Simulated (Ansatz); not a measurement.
**GeW: density of states with PBE**

GeW:

```
Ge W
1.0
     0.00000    2.57761    2.57761
     2.57761    0.00000    2.57761
     2.57761    2.57761    0.00000
Ge W
1 1
Direct
  0.50000 0.50000 0.50000
  0.00000 0.00000 0.00000
```

The cell was built by a generator and needn't be a form met in nature.

```json
{
 "Program": "Ansatz 0.2.0",
 "Task": "density of states",
 "Functional": "PBE",
 "Potentials or basis": "all-electron PAW datasets made for the crystal",
 "Cutoff": "440 eV (chosen from the basis error)",
 "k mesh": "9 × 9 × 9",
 "Occupations": "fermi-dirac, width 0.05 eV",
 "Spin": "no spin polarisation"
}
```

```yaml
Pressure: 0.3 GPa
Band_gap_on_the_k_mesh: none (metal or under the smearing width)
```

Levels at points of the mesh, in eV from the Fermi level:
```csv
k point,band 19,band 20,band 21,band 22,band 23,band 24
"(0.00, 0.00, 0.00)",-1.61,-1.61,-0.87,-0.87,2.43,2.43
```

States per cell in windows of 1 eV (zero at the Fermi level; states under -8 eV left out):
| from (eV) | total |
| --- | --- |
| -8.0 | 0.00 |
| -7.0 | 0.19 |
| -6.0 | 0.84 |
| -5.0 | 0.98 |
| -4.0 | 2.66 |
| -3.0 | 1.09 |
| -2.0 | 0.54 |
| -1.0 | 1.63 |
| 0.0 | 2.09 |
| 1.0 | 2.00 |
| 2.0 | 0.81 |
| 3.0 | 1.09 |
| 4.0 | 0.89 |
| 5.0 | 0.86 |
| 6.0 | 0.71 |
| 7.0 | 1.04 |

It took 12 s on 1 thread of Arm Neoverse V1 (shared host), peak memory 0.56 GiB.

Caveat: the program warned that the printed levels may be off, so bands, gaps and densities of states are rough; the density of states is complete only up to the lowest level of the last band computed. The run has no spin-orbit coupling, so splittings on W are missing.
